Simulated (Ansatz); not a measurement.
Predict the output of the script below (the Ansatz DFT code, driven from Python).

The script, `relaxed_scan.py`:
```python
# -*- coding: utf-8 -*-
from dataclasses import dataclass
import warnings

import ansatz as az
from ase import Atoms
import numpy as np


@dataclass(frozen=True)
class Settings:
    basis: str = 'def2-SVP'
    xc: str = 'PBE0'
    vdw: str = 'd3bj'


opts = Settings()


def main():
    warnings.simplefilter('ignore', az.DeckWarning)

    atoms = Atoms(['C', 'N', 'Ge', 'H', 'H', 'H'], positions=[
        [0.2085, -1.0033, 0.1233],
        [-1.2057, -0.7587, -0.1155],
        [-0.3171, 0.7468, -0.1299],
        [1.0385, -1.65, 0.2961],
        [0.3665, 1.1615, -1.4763],
        [-0.0487, 1.4396, 1.2562],
    ])
    system = az.Crystal.molecule_from_ase(atoms)

    base = (
        system.calculation()
        .basis(gaussian=opts.basis)
        .functional(opts.xc, dispersion=opts.vdw)
    )
    symbols = [site.symbol for site in system.cartesian_sites]
    pairs = [(0, 1), (0, 2), (0, 3), (1, 2), (2, 4), (2, 5)]
    print('held (A)   E (eV)        ', '  '.join(f'{symbols[i]}{i}-{symbols[j]}{j}' for i, j in pairs))
    for length in [1.34, 1.45, 1.57, 1.75, 1.96]:
        r = base.relax(constraints=[az.DistanceConstraint((0, 1), at=length)], force_tolerance=0.02, max_steps=60).run().report
        xyz = np.array(r['positions_ang'])
        print(f'{length:6.2f} {r["free_energy_ev"]:14.5f}  ', '  '.join(f'{np.linalg.norm(xyz[i] - xyz[j]):.3f}' for i, j in pairs))


if __name__ == '__main__':
    main()
```

```console
$ python relaxed_scan.py
held (A)   E (eV)         C0-N1  C0-Ge2  C0-H3  N1-Ge2  Ge2-H4  Ge2-H5
  1.34   -59072.31862   1.340  1.874  1.100  1.942  1.525  1.525
  1.45   -59071.70589   1.450  1.873  1.097  1.924  1.530  1.530
  1.57   -59070.82150   1.570  1.876  1.094  1.911  1.534  1.534
  1.75   -59069.43830   1.750  1.884  1.092  1.893  1.539  1.539
  1.96   -59068.02852   1.960  1.906  1.092  1.864  1.544  1.544
```

What to keep in mind:
- The settings weren't tested for convergence.
- The energies are electronic: no zero-point or thermal terms, and the basis set is short of its limit.
- The script silences the warnings on its input, which a real study should read.
- Wall time of the script: 120 s on 1 thread of Arm Neoverse V1 (shared host), peak memory 0.22 GiB.
